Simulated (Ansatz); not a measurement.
# C₂H₄OSi: one species, many methods

One table from this session's results is given with a row withheld; the runs are named, their logs left out.

Computed with Ansatz 0.2.0, Gaussian basis. Level: functionals in def2-TZVPP, the program's frozen cores in correlated methods.

Levels to be run: LDA (SPW92), PBE-D4, revPBE-D4, BLYP-D4, r2SCAN-D4, B97M-V, PBE0-D4, B3LYP-D4, r2SCANh-D4, r2SCAN0-D4, HSE06-D4, BHLYP-D4, CAM-B3LYP-D4, LC-ωPBE, ωB97X-V, ωB97M-V, B2PLYP, PBE-QIDH; CCSD(T)/def2-SVP; CCSD(T)/def2-TZVPP; MP2/def2-QZVPP; extrapolation to the limit; RPA on PBE.

## Structure used throughout

The geometry comes from an earlier relaxation with PBE0-D4 in a triple-zeta def2 set; it is a stationary point, not always the lowest conformer.

SMILES `C#CO[SiH3]`, 8 atoms, charge 0, spin multiplicity 1.

Atoms are counted from 1 here; the program's logs count them from 0.

Bond lengths: C1–C2 1.199 Å, C1–H5 1.062 Å, C2–O3 1.291 Å, O3–Si4 1.682 Å, Si4–H6 1.477 Å, Si4–H7 1.481 Å, Si4–H8 1.481 Å. Angles: C2–C1–H5 179.4°, C1–C2–O3 179.0°, C2–O3–Si4 122.2°, O3–Si4–H6 104.1°, O3–Si4–H7 109.1°, O3–Si4–H8 109.1°, H6–Si4–H7 111.8°, H6–Si4–H8 111.9°, H7–Si4–H8 110.5°.

Set-up of the first run:

in.yaml reads:

```yaml
crystal:
  periodic: [false, false, false]
  atoms:
    - {symbol: C, position_ang: [0.080547, 0.633882, -2.197625]}
    - {symbol: C, position_ang: [0.194648, 0.709231, -1.006576]}
    - {symbol: O, position_ang: [0.324850, 0.811445, 0.274210]}
    - {symbol: Si, position_ang: [-0.051535, -0.454086, 1.315913]}
    - {symbol: H, position_ang: [-0.017231, 0.576755, -3.253821]}
    - {symbol: H, position_ang: [0.237913, 0.086890, 2.659318]}
    - {symbol: H, position_ang: [0.805329, -1.618483, 0.994299]}
    - {symbol: H, position_ang: [-1.482321, -0.802735, 1.158582]}
basis:
  gaussian: {orbitals: def2-TZVPP}
hamiltonian: {xc: lda}
output: {orbitals: {seedname: orbitals}}
```

Run with:

```sh
> ansatz run in.yaml --threads 2 --pin off --events-out ev --progress --plain --max-ram 4352MiB
```

Steps of the session up to this table: LDA; PBE-D4 (GGA); revPBE-D4 (GGA); BLYP-D4 (GGA); r2SCAN-D4 (meta-GGA); B97M-V (meta-GGA); PBE0-D4 (hybrid); B3LYP-D4 (hybrid); r2SCANh-D4 (hybrid); r2SCAN0-D4 (hybrid); HSE06-D4 (hybrid); BHLYP-D4 (hybrid); CAM-B3LYP-D4 (range-separated); LC-ωPBE (range-separated); ωB97X-V (range-separated); ωB97M-V (range-separated); B2PLYP (double hybrid); PBE-QIDH (double hybrid).

One table of the session follows, with a row left open; its other results are not shown here.

It belongs to the step «Orbital energies across the functionals». 

| functional | HOMO (eV) | gap (eV) |
| --- | --- | --- |
| LDA (SPW92) | -6.23 | 4.69 |
| PBE-D4 | ? | ? |
| revPBE-D4 | -5.97 | 4.80 |
| BLYP-D4 | -5.90 | 4.76 |
| r2SCAN-D4 | -6.27 | 5.42 |
| B97M-V | -6.31 | 5.20 |
| PBE0-D4 | -7.30 | 6.92 |
| B3LYP-D4 | -7.07 | 6.47 |
| r2SCANh-D4 | -6.75 | 6.20 |
| r2SCAN0-D4 | -7.47 | 7.36 |
| HSE06-D4 | -6.90 | 6.14 |
| BHLYP-D4 | -8.44 | 8.94 |
| CAM-B3LYP-D4 | -8.68 | 9.30 |
| LC-ωPBE | -10.08 | 11.91 |
| ωB97X-V | -9.68 | 11.35 |
| ωB97M-V | -9.58 | 10.93 |

Q: Estimate the row for PBE-D4 from the others.

As computed: HOMO (eV): -6.04; gap (eV): 4.76. In the column «HOMO (eV)» it lies between LDA (SPW92) (-6.23) and revPBE-D4 (-5.97).
